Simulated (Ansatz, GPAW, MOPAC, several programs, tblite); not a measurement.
Many methods on one cell: PbSSe (Janus 2H monolayer)

A free-standing Janus 2H monolayer of PbSSe, relaxed with r2SCAN in Ansatz, was computed with several methods. In-plane lattice: a = 3.802 Å, b = 3.802 Å, γ = 120.0°; thickness between the outer nuclei 3.46 Å. Around Pb lie 3 S at 2.73 Å and 3 Se at 2.86 Å; around S lie 3 Pb at 2.73 Å; around Se lie 3 Pb at 2.86 Å. Simulation only: spin-unpolarised, and no claim that this is the phase found in nature.

```yaml
crystal:
  lattice:
    - [3.80243, 0.00000, 0.00000]
    - [-1.90122, 3.29301, 0.00000]
    - [0.00000, 0.00000, 30.60343]
  atoms:
    - { symbol: Pb, position: [0.33333, 0.66667, 0.29637] }
    - { symbol: S, position: [0.66667, 0.33333, 0.34949] }
    - { symbol: Se, position: [0.66667, 0.33333, 0.23639] }
```
The sheet repeats along a and b alone.

Gaps and times are for a single point on this cell. Times are rough, from shared hosts (Arm Neoverse V1), and each method has its own mesh and cell size. PM6 (MOPAC): levels, charges or heat of formation failed a check of plausibility, so no values are given. PM6 (MOPAC), PM7 (MOPAC), GFN1-xTB (tblite), GFN2-xTB (tblite) treat a cluster of cells at its zone centre, which samples few k points: where these miss a band edge, the gap comes out too large for that reason alone. Gaps from k meshes are read at a limited set of points (mesh, symmetry points, PBE's band edges), so each method's own least gap may be somewhat smaller. xTB and the PM methods were fitted mostly to molecules, and can miss a solid's gap by electronvolts. Minimal bases can be far off for gaps. d marks a direct gap, i an indirect one (no mark: not told apart), a dash a value that wasn't computed or didn't pass its checks.

```
                              method              kind      gap (eV)  atoms computed  processor time
                         PM7 (MOPAC)    semi-empirical          4.61              27          0.87 s
                   GFN1-xTB (tblite)     tight binding          0.57              27          0.99 s
                         PM6 (MOPAC)    semi-empirical             –              27           1.2 s
                   GFN2-xTB (tblite)     tight binding             0              27           1.4 s
              PBE/single zeta (GPAW)       small basis  overlap 0.20               3           6.1 s
light PBE (260 eV and a coarse mesh)  light plane-wave  overlap 0.31               3           6.2 s
                                 PBE         semilocal  overlap 0.30               3            24 s
                              r2SCAN         semilocal  overlap 0.21               3            58 s
```

With PBE and r2SCAN the bands overlap or touch, or nearly. Semilocal functionals can close a real gap, so this doesn't show a metal; small gaps of other methods may in turn close between the points read or with spin-orbit coupling, and the solid may be a semimetal.

Spin-orbit coupling is left out; in compounds of Pb, Bi, Tl or Hg it can lower a gap by up to about 1 eV, split its edges or invert the bands.
